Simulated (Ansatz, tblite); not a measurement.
# V(NH)Cl3 (Cl₃HNV): one state, many levels

The task here is to estimate one member of a computed series from the others.

The runs use Ansatz 0.2.0, Gaussian basis; as each input shows.

The runs, in order: GFN1-xTB, GFN2-xTB, PBE-D4/def2-TZVP, r2SCAN-D4/def2-TZVP, BHLYP-D4/def2-TZVP, B3LYP-D4/def2-TZVP, r2SCAN0-D4/def2-TZVP, HF/def2-TZVP, HSE06-D4/def2-TZVP, r2SCANh-D4/def2-TZVP, ωB97X-V/def2-TZVP, PBE-D4/def2-SVP, PBE0-D4/def2-SVP, PBE0-D4/def2-TZVPD, PBE-D4/def2-TZVPD, r2SCAN-D4/def2-TZVPD, CCSD(T)/def2-TZVP, RPA/def2-TZVP.

## The geometry

The geometry is that of the singlet, from an earlier relaxation (PBE-D4/def2-SVP).

6 atoms, charge 0, spin multiplicity 1.

Bond lengths: V1–N2 1.603 Å, V1–Cl4 2.158 Å, V1–Cl5 2.158 Å, V1–Cl6 2.158 Å, N2–H3 1.029 Å. Angles: N2–V1–Cl4 107.2°, N2–V1–Cl5 107.2°, N2–V1–Cl6 107.2°, Cl4–V1–Cl5 111.7°, Cl4–V1–Cl6 111.7°, Cl5–V1–Cl6 111.7°, V1–N2–H3 180.0°.

Formally the metal is d0. No spin-orbit coupling is included.

PBE0-D4/def2-TZVP was run before; its log isn't repeated, and its numbers join the tables.

The first run:

Tight binding, by tblite at 300 K electronic temperature and without a spin-polarisation term:

```python
tblite.interface.Calculator('GFN1-xTB', numbers, positions, charge=0, uhf=0).singlepoint()
```

Tight binding, by tblite at 300 K electronic temperature and without a spin-polarisation term:

```python
tblite.interface.Calculator('GFN2-xTB', numbers, positions, charge=0, uhf=0).singlepoint()
```

start.molden holds the orbitals of an earlier run on this state, given as this run's starting guess.

Contents of in.yaml:

```yaml
crystal:
  periodic: [false, false, false]
  atoms:
    - {symbol: V, position_ang: [-0.005484, -0.003342, -0.387282]}
    - {symbol: N, position_ang: [0.017027, 0.010629, 1.215861]}
    - {symbol: H, position_ang: [0.031757, 0.019412, 2.245070]}
    - {symbol: Cl, position_ang: [2.046603, -0.004244, -1.053516]}
    - {symbol: Cl, position_ang: [-1.049217, 1.773782, -1.025566]}
    - {symbol: Cl, position_ang: [-1.040686, -1.796247, -0.994556]}
basis:
  gaussian: {orbitals: def2-TZVP, initial_orbitals: start.molden}
hamiltonian: {xc: pbe, dispersion: d4}
scf: {omitted_lower_state_checks: [starts]}
output: {orbitals: {seedname: orbitals}}
```

Run with:

```
> ansatz run in.yaml --threads 2 --pin off --events-out ev --progress --plain --max-ram 4352MiB
```

Among the steps run: PBE-D4/def2-TZVP; r2SCAN-D4/def2-TZVP; BHLYP-D4/def2-TZVP; B3LYP-D4/def2-TZVP; r2SCAN0-D4/def2-TZVP; HF/def2-TZVP; HSE06-D4/def2-TZVP; r2SCANh-D4/def2-TZVP; ωB97X-V/def2-TZVP; PBE-D4/def2-SVP; PBE0-D4/def2-SVP; PBE0-D4/def2-TZVPD; PBE-D4/def2-TZVPD; r2SCAN-D4/def2-TZVPD; CCSD(T)/def2-TZVP; RPA/def2-TZVP.

One of the session's tables, all rows but one given; the rest of the session is left out.

It belongs to the step «Binding energy». 

```
               level  binding an atom (eV)
        HF/def2-TZVP                 1.294
  B3LYP-D4/def2-TZVP                 3.383
    PBE0-D4/def2-SVP                     ?
r2SCAN0-D4/def2-TZVP                 3.201
  BHLYP-D4/def2-TZVP                 2.845
   ωB97X-V/def2-TZVP                 3.321
       MP2/def2-TZVP                 3.851
      CCSD/def2-TZVP                 2.948
   CCSD(T)/def2-TZVP                 3.280
```

Q: Estimate the row for PBE0-D4/def2-SVP from the others.

**Answer.** binding an atom (eV): 3.377. In the column «binding an atom (eV)» it lies between ωB97X-V/def2-TZVP (3.321) and B3LYP-D4/def2-TZVP (3.383).

To keep in mind: Free atoms were run apart at each level; binding is atoms less cluster, divided by the number of atoms, without zero-point or spin-orbit terms.
